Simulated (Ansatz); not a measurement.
# C2H6AlO: the cost of one run

All numbers are computed with Ansatz 0.2.0, driven from Python. The levels of theory stand in the script.

### 1 The structure

Bond lengths: C1–Al2 1.938 Å, Al2–C3 1.961 Å, Al2–O4 1.794 Å, C1–H5 1.138 Å, C1–H6 1.109 Å, C1–H7 1.137 Å, C3–H8 1.155 Å, C3–H9 1.119 Å, C3–H10 1.141 Å. Angles (14 of 15 angles, heavy atoms first): C1–Al2–C3 119.0°, C1–Al2–O4 121.9°, C3–Al2–O4 119.1°, Al2–C1–H5 111.7°, Al2–C1–H6 114.3°, Al2–C1–H7 110.5°, Al2–C3–H8 110.8°, Al2–C3–H9 112.8°, Al2–C3–H10 111.3°, H5–C1–H6 109.1°, H5–C1–H7 105.1°, H6–C1–H7 105.6°, H8–C3–H9 110.6°, H8–C3–H10 105.5°.

The script holds or builds the structure itself.

### 2 Script

methods.py

```python
"""C2H6AlO at several levels of theory."""

import warnings

import ansatz as az

GEOMETRY = """
C    -0.68610    1.41470   -0.59660
Al   -0.33040   -0.48500   -0.44840
C     0.92570   -1.11360    0.92070
O    -1.05990   -1.67570   -1.57500
H    -0.45500    1.80530   -1.64050
H    -0.15430    2.03830    0.14990
H    -1.79220    1.62640   -0.43870
H     1.84590   -1.61410    0.43410
H     0.44930   -1.80250    1.66310
H     1.34000   -0.24510    1.53430
"""


def main() -> None:
    warnings.simplefilter("ignore", az.DeckWarning)

    mol = az.Crystal.molecule()
    for line in GEOMETRY.strip().splitlines():
        symbol, *xyz = line.split()
        mol = mol.atom(symbol, [float(v) for v in xyz])

    calculation = (
        mol.calculation()
        .basis(gaussian="cc-pVDZ")
        .spin("collinear", total=1)
    )

    methods = ["mp2", "ccsd", "ccsd_t"]
    reports = [calculation.correlation(m).run(threads=1, pin="off").report for m in methods]
    print(f"Hartree-Fock reference {reports[0]['reference_energy_ev'] / 27.211386246:.6f} Ha")
    best = reports[-1]["free_energy_ev"] - reports[-1]["reference_energy_ev"]
    for method, each in zip(methods, reports):
        gained = each["free_energy_ev"] - each["reference_energy_ev"]
        print(f"{method:8s} total {each['free_energy_ev'] / 27.211386246:.6f} Ha  correlation {gained:9.4f} eV  ({100 * gained / best:.1f} % of the last)")


if __name__ == "__main__":
    main()
```

### 3 The input behind the calls

The package turns the script's settings into the engine's input (first run):

```yaml
crystal:
  periodic: [false, false, false]
  atoms:
    - { symbol: C, position_ang: [-0.6861, 1.4147, -0.5966] }
    - { symbol: Al, position_ang: [-0.3304, -0.485, -0.4484] }
    - { symbol: C, position_ang: [0.9257, -1.1136, 0.9207] }
    - { symbol: O, position_ang: [-1.0599, -1.6757, -1.575] }
    - { symbol: H, position_ang: [-0.455, 1.8053, -1.6405] }
    - { symbol: H, position_ang: [-0.1543, 2.0383, 0.1499] }
    - { symbol: H, position_ang: [-1.7922, 1.6264, -0.4387] }
    - { symbol: H, position_ang: [1.8459, -1.6141, 0.4341] }
    - { symbol: H, position_ang: [0.4493, -1.8025, 1.6631] }
    - { symbol: H, position_ang: [1.34, -0.2451, 1.5343] }
basis:
  gaussian:
    orbitals: cc-pVDZ
magnetization:
  spin_polarized: true
  initial_magnetization: 1.0
correlation:
  method: mp2
```

### 4 Running it

The run is started by

```sh
> python methods.py
```

Q: Estimate wall time and peak memory on 1 thread of Arm Neoverse V1, shared host.

About 3.9 min, with a peak of 0.69 GiB.
